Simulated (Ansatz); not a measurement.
LiB11, space group R3m, a conversion between chain and input file

Computed with the Ansatz DFT code, driven from Python.

Script `run_convert.py`:
```python
"""Chain to YAML and back, for LiB11."""

from pathlib import Path

import ansatz as az
from pymatgen.core import Lattice, Structure
from pymatgen.io.ase import AseAtomsAdaptor


def main() -> None:
    pmg_structure = Structure(
        Lattice([(2.41245, 1.39283, 4.33757), (-2.41245, 1.39283, 4.33757), (0.0, -2.78566, 4.33757)]),
        ["Li", "B", "B", "B", "B", "B", "B", "B", "B", "B", "B", "B"],
        [
            (0.53663, 0.53663, 0.53663),
            (0.62506, 0.62506, 0.98411),
            (0.62506, 0.98411, 0.62506),
            (0.98411, 0.62506, 0.62506),
            (0.98607, 0.58982, 0.98607),
            (0.58982, 0.98607, 0.98607),
            (0.98607, 0.98607, 0.58982),
            (0.968, 0.968, 0.968),
            (0.22204, 0.22204, 0.22204),
            (0.20533, 0.58626, 0.20533),
            (0.58626, 0.20533, 0.20533),
            (0.20533, 0.20533, 0.58626),
        ],
    )
    xtal = az.Crystal.from_ase(AseAtomsAdaptor.get_atoms(pmg_structure))

    job = (
        xtal.calculation()
        .occupations(az.OccupationsMethod.FERMI_DIRAC)
        .basis(17 * az.Ha, xc_grid=3)
        .functional("r2scan", dispersion="D4")
        .kpoints(5, 5, 5, center="gamma")  # sampling of the Brillouin zone
        .pseudopotentials("paw")
        .initial_density(normalization="cell")
        .scf(tolerance=1e-06, max_iterations=60)
    )
    Path("written.yaml").write_text(job.to_yaml())
    back = az.Calculation.from_yaml("written.yaml")
    print(back.to_python())
    print("same input:", back.to_yaml() == job.to_yaml())


if __name__ == "__main__":
    main()
```

```console
$ python run_convert.py
(
    az.Lattice.of(((2.41245, 1.39283, 4.33757), (-2.41245, 1.39283, 4.33757), (0.0, -2.78566, 4.33757)))
    .atom("Li", (0.53663, 0.53663, 0.53663))
    .atom("B", (0.62506, 0.62506, 0.98411))
    .atom("B", (0.62506, 0.98411, 0.6250599999999998))
    .atom("B", (0.98411, 0.62506, 0.6250599999999998))
    .atom("B", (0.9860700000000001, 0.5898200000000001, 0.9860700000000002))
    .atom("B", (0.5898200000000001, 0.9860700000000001, 0.9860700000000002))
    .atom("B", (0.9860700000000001, 0.9860700000000001, 0.5898200000000001))
    .atom("B", (0.968, 0.968, 0.968))
    .atom("B", (0.22204, 0.22204, 0.22204))
    .atom("B", (0.20533, 0.58626, 0.20532999999999998))
    .atom("B", (0.58626, 0.20533, 0.20532999999999998))
    .atom("B", (0.20533, 0.20533, 0.58626))
    .calculation()
    .basis(cutoff=462.593566181796, xc_grid=3)
    .kpoints(5, 5, 5, shift=(0.0, 0.0, 0.0))
    .functional("r2scan", dispersion="d4")
    .pseudopotentials(kind="paw")
    .scf(max_iterations=60, tolerance=1e-06)
    .occupations(method="fermi_dirac")
    .initial_density(normalization="cell")
)

same input: True
```

`written.yaml`, as written:
```yaml
crystal:
  lattice:
    - [2.41245, 1.39283, 4.33757]
    - [-2.41245, 1.39283, 4.33757]
    - [0.0, -2.78566, 4.33757]
  atoms:
    - { symbol: Li, position: [0.53663, 0.53663, 0.53663] }
    - { symbol: B, position: [0.62506, 0.62506, 0.98411] }
    - { symbol: B, position: [0.62506, 0.98411, 0.6250599999999998] }
    - { symbol: B, position: [0.98411, 0.62506, 0.6250599999999998] }
    - { symbol: B, position: [0.9860700000000001, 0.5898200000000001, 0.9860700000000002] }
    - { symbol: B, position: [0.5898200000000001, 0.9860700000000001, 0.9860700000000002] }
    - { symbol: B, position: [0.9860700000000001, 0.9860700000000001, 0.5898200000000001] }
    - { symbol: B, position: [0.968, 0.968, 0.968] }
    - { symbol: B, position: [0.22204, 0.22204, 0.22204] }
    - { symbol: B, position: [0.20533, 0.58626, 0.20532999999999998] }
    - { symbol: B, position: [0.58626, 0.20533, 0.20532999999999998] }
    - { symbol: B, position: [0.20533, 0.20533, 0.58626] }
basis:
  ecutwfc: 462.593566181796
  xc_grid: 3
kpoints:
  mp_grid:
    grid: [5, 5, 5]
    shift: [0.0, 0.0, 0.0]
hamiltonian:
  xc: r2scan
  dispersion: d4
  pseudopotentials:
    kind: paw
scf:
  max_iter: 60
  convergence:
    dr2_threshold: 1.0e-06
  occupations:
    method: fermi_dirac
  initial_density:
    normalization: cell
```

The input is only written out: it wasn't run, and its settings aren't tested. The structure comes from a database and needn't be a stable phase.
